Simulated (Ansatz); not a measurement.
# GaSb: pressure up to the limit of the methods

How does GaSb (zincblende type) answer strong compression? Methods of the runs shown: PAW. Its runs: cell relaxed at zero pressure (PAW); volume scaled by 1 (PAW); volume scaled by 0.94 (PAW); volume scaled by 0.88 (PAW); volume scaled by 0.8 (PAW); volume scaled by 0.72 (PAW); volume scaled by 0.64 (PAW); volume scaled by 0.55 (PAW and PAW (source ansatz)).

Program: Ansatz 0.2.0. Level of theory: DFT PBE, with the methods named in each step. These are calculated values, not measurements.

### 1 The structure to begin with

It takes space group F-43m (No. 216, cubic). Conventional cell: a = 6.214 Å, b = 6.214 Å, c = 6.214 Å, α = 90.00°, β = 90.00°, γ = 90.00°. Ga (site symmetry -43m) has 4 Sb at 2.69 Å as nearest neighbours. Sb (site symmetry -43m) has 4 Ga at 2.69 Å as nearest neighbours.

As a file:

```
Ga Sb
1.0
     0.00000    3.10723    3.10723
     3.10723    0.00000    3.10723
     3.10723    3.10723    0.00000
Ga Sb
1 1
Direct
  0.00000 0.00000 0.00000
  0.25000 0.25000 0.25000
```

Whether this phase is the stable one at these pressures isn't tested.

Atoms are numbered in the order of the input: Ga1, Sb2.

### 2 Cell relaxed at zero pressure, PAW

The input, input.yaml:

```yaml
crystal:
  lattice:
    - [0.0, 3.107232506, 3.107232506]
    - [3.107232506, 0.0, 3.107232506]
    - [3.107232506, 3.107232506, 0.0]
  atoms:
    - { symbol: Ga, position: [0.0, 0.0, 0.0] }
    - { symbol: Sb, position: [0.25, 0.25, 0.25] }
kpoints:
  mp_grid: { grid: [12, 12, 12] }
scf:
  occupations: { method: fermi_dirac, width: 0.05 }
hamiltonian:
  xc: pbe
  pseudopotentials: { kind: paw }
output:
  forces: true
  stress: true
relax:
  f_tol: 0.005
  max_steps: 40
  cell: {}
```

Launch:

```bash
> ansatz run input.yaml --threads 1 --pin off --max-ram 2048MiB --backend cpu --events-out ev --progress --plain --runs-dir out
```

Further steps of the session: Volume scaled by 1, PAW; Volume scaled by 0.94, PAW; Volume scaled by 0.88, PAW; Volume scaled by 0.8, PAW; Volume scaled by 0.72, PAW; Volume scaled by 0.64, PAW; Volume scaled by 0.55, PAW; Volume scaled by 0.55, PAW (source ansatz).

**Question.** What will these runs give? Wanted: PAW pressure at 0.55 of the volume; fitted bulk modulus at zero pressure.

The runs gave:

| quantity | value |
| --- | --- |
| PAW pressure at 0.55 of the volume | 106.2 GPa |
| fitted bulk modulus at zero pressure (PAW) | 47 GPa |
| its pressure derivative | 4.38 |

In words: By PAW the pressure climbs to 106 GPa at 0.55 of the first volume. One third-order Birch-Murnaghan curve follows these points (B₀ = 47 GPa, B′ = 4.38, misfit at most 0.25 GPa). A fit over so wide a range leans to the high pressures, so B₀ can be off by several per cent. No all-electron run checks these rows here, and frozen cores can fail under such compression. The ions are at rest, and the electrons smeared by 0.05 eV. Spin-orbit coupling is left out, though the cell holds Sb; in elements this heavy it can shift bands and gaps by tenths of an eV.
